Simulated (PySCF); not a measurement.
# BrF (Bromine monofluoride): the cost of one run

Programs: PySCF 2.14.0, with density-fitted response routines of our own. Each step states its level of theory. These are calculated values for one molecule, in the gas phase or a continuum, unless marked as measured. Atoms count from 0, in the outputs and in this text.

### Step 1. The molecule as given

2 atoms, charge 0, multiplicity 1; geometry from: GFN2-xTB. The atoms were then displaced at random by about 0.01 Å, so the start is not that level's minimum.

Bonds of the start (Å): F0–Br1 1.83.

### Step 2. Optimising the geometry at PBE0-D3(BJ)/def2-SVP

The job: settings as JSON, then the geometry in Å.

```
{"job": {"xc": "PBE0", "basis": "def2-SVP", "d3": "d3bj", "grid": 1, "shake": 0.01, "kind": "geom"}, "charge": 0, "multiplicity": 1}
F      0.921470    -0.028680     0.001610
Br    -0.903980    -0.000140    -0.013740
```

Run with:

```sh
> OMP_NUM_THREADS=1 python probes_run.py task.json out
```

The driver reads the jobs from task.json and runs them one after another.

**Question.** How long does this first job take on 1 thread of Arm Neoverse V2, shared host, and how much memory does it need?

About 1.5 s, with a peak of 0.26 GiB.
